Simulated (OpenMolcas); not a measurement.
# Ru⁴⁺ among point charges: CASSCF and CASPT2 levels and susceptibility

How does a field of 4 point charges split the states of Ru⁴⁺, and what χT follows?

Method: state-averaged CASSCF and CASPT2, spin-orbit coupling by RASSI with atomic mean-field integrals. Code: OpenMolcas 26.06.

## 1. The atom as given

```
Species                           : Ru⁴⁺ (ruthenium, Z = 44, 40 electrons)
Basis                             : ANO-RCC-VDZP [6s5p3d1f], 43 functions
Scalar Hamiltonian                : DKH2, point nucleus
Inactive shells                   : 1s 2s 2p 3s 3p 3d 4s 4p
Active space                      : 4 electrons in 5 orbitals (4d)
Some configurations of this space : 4d4
Orbitals                          : optimised for each spin and parity, averaged over all roots
```

The outer shells:

4d4
```
4d [↑ ][↑ ][↑ ][↑ ][  ]
```

The ion sits among 4 point charges of -0.98 e arranged as a square (D4h), 2.07 Å from the ion.

The work runs as a chain of OpenMolcas steps in one folder; each step below is one input file. Labels, J, g values, rates, χT and fits are worked out afterwards by a script from the matrices that RASSI stores. The input lists half of the charges; inversion (Group=XYZ) makes the rest.

## 2. Basis and integrals

a.inp

```
&GATEWAY
Coord
1

Ru 0.0 0.0 0.0
Basis=ANO-RCC-VDZP
Group=XYZ
NoMove
AngMom=0.0 0.0 0.0
AMFI
XField
2 Angstrom 0
2.070000 0.000000 0.000000 -0.980000
0.000000 2.070000 0.000000 -0.980000
&SEWARD
```

Run with:

```
$ OMP_NUM_THREADS=1 MOLCAS_MEM=1689 MOLCAS_PROJECT=a pymolcas a.inp > a.log
```

## 3. Reference wave functions, quintets of even parity, 5 roots

a.inp

```
&RASSCF
FileOrb=start.orb
Symmetry=1
Spin=5
nActEl=4 0 0
Inactive=9 9
Ras2=5 0
CIRoot=5 5 1
SDav=5
CIMx=300
Iter=120 100
PrWF=0.3
OrbListing=Nothing
MaxOrb=0
>>> COPY $Project.JobIph JOB001
```

start.orb holds the contracted functions of the basis, ordered by shell, or the orbitals of the step before.

## 4. CASSCF: triplets of even parity, 45 roots

a.inp

```
&RASSCF
FileOrb=start.orb
Symmetry=1
Spin=3
nActEl=4 0 0
Inactive=9 9
Ras2=5 0
CIRoot=45 45 1
SDav=45
CIMx=300
Iter=120 100
PrWF=0.3
OrbListing=Nothing
MaxOrb=0
>>> COPY $Project.JobIph JOB002
```

## 5. CASSCF: singlets of even parity, 50 roots

a.inp

```
&RASSCF
FileOrb=start.orb
Symmetry=1
Spin=1
nActEl=4 0 0
Inactive=9 9
Ras2=5 0
CIRoot=50 50 1
SDav=50
CIMx=300
Iter=120 100
PrWF=0.3
OrbListing=Nothing
MaxOrb=0
>>> COPY $Project.JobIph JOB003
```

## 6. RASSI: spin-orbit coupling between the states

a.inp

```
&RASSI
NrOfJobIphs=3 5 45 50
1 2 3 4 5
1 2 3 4 5 6 7 8 9 10 11 12 13 14 15 16 17 18 19 20 21 22 23 24 25 26 27
28 29 30 31 32 33 34 35 36 37 38 39 40 41 42 43 44 45
1 2 3 4 5 6 7 8 9 10 11 12 13 14 15 16 17 18 19 20 21 22 23 24 25 26 27
28 29 30 31 32 33 34 35 36 37 38 39 40 41 42 43 44 45 46 47 48 49 50
IphNames
JOB001
JOB002
JOB003
EJob
SpinOrbit
DIPRint=1.0
SOCoupling=1000.0
Subsets=2
Property=9
'ANGMOM' 1 'ANGMOM' 2 'ANGMOM' 3 'MLTPL  1' 1 'MLTPL  1' 2 'MLTPL  1' 3
'AMFI' 1 'AMFI' 2 'AMFI' 3
SOProperty=3
'ANGMOM' 1 'ANGMOM' 2 'ANGMOM' 3
```

## 7. CASPT2: IPEA 0.25, imaginary shift 0.1 (closed shells correlated: 4s 4p)

a.inp

```
>>> COPY JOB001 $Project.JobIph
&CASPT2
Multistate=5 1 2 3 4 5
NoMult
Frozen=8 6
IPEA=0.25
Imaginary=0.1
MaxIter=60
WThr=0.0 0.3 0.05
PrWF=0.5
NoMix
>>> COPY JOB002 $Project.JobIph
&CASPT2
Multistate=45 1 2 3 4 5 6 7 8 9 10 11 12 13 14 15 16 17 18 19 20 21 22
23 24 25 26 27 28 29 30 31 32 33 34 35 36 37 38 39 40 41 42 43 44 45
NoMult
Frozen=8 6
IPEA=0.25
Imaginary=0.1
MaxIter=60
WThr=0.0 0.3 0.05
PrWF=0.5
NoMix
>>> COPY JOB003 $Project.JobIph
&CASPT2
Multistate=50 1 2 3 4 5 6 7 8 9 10 11 12 13 14 15 16 17 18 19 20 21 22
23 24 25 26 27 28 29 30 31 32 33 34 35 36 37 38 39 40 41 42 43 44 45 46
47 48 49 50
NoMult
Frozen=8 6
IPEA=0.25
Imaginary=0.1
MaxIter=60
WThr=0.0 0.3 0.05
PrWF=0.5
NoMix
```

(Steps that only read results are left out.)

**Question.** What will these runs give? Wanted: spin-free ground state; first state of the same spin within the active space; lowest level; next level.

As calculated:

| quantity | value |
| --- | --- |
| method | SS-CASPT2, IPEA 0.25, imaginary shift 0.1 (closed shells correlated: 4s 4p) |
| spin-free ground state | 5B1, 1-fold in its orbital part |
| first state of the same spin within the active space | 5B2 at 3170 cm⁻¹ |
| lowest level | 1-fold A1 |
| next level | 19.8 cm⁻¹ |
| χT at 300 K | 1.63 cm³ K/mol |
| effective moment at 300 K | 3.61 μB |

Cost by method:

| method | time of its own steps | time with the reference |
| --- | --- | --- |
| A. CASSCF | 15 s | 15 s |
| B. SS-CASPT2, IPEA 0.25, imaginary shift 0.1, +4s 4p | 4.6 s | 20 s |

Times are of one thread on a shared host.

The spin-free ground state (5B1) comes to 100 % from free-ion D terms and keeps the highest spin of the shell. χT at 300 K is 1.63, against 3.01 cm³ K/mol for the spin alone, so spin-orbit coupling lowers it. An active space of the d shell alone favours high spin; real ions in strong fields can be low spin. CASPT2 does not keep the components of a term degenerate, and the means are used. The field of point charges can differ much from that of real complexes. With metal d orbitals alone active, the gaps between spin states are rough; where two lie within a few thousand cm-1, their order is open. Point charges carry no covalency, so the field is a model and not that of real ligands.
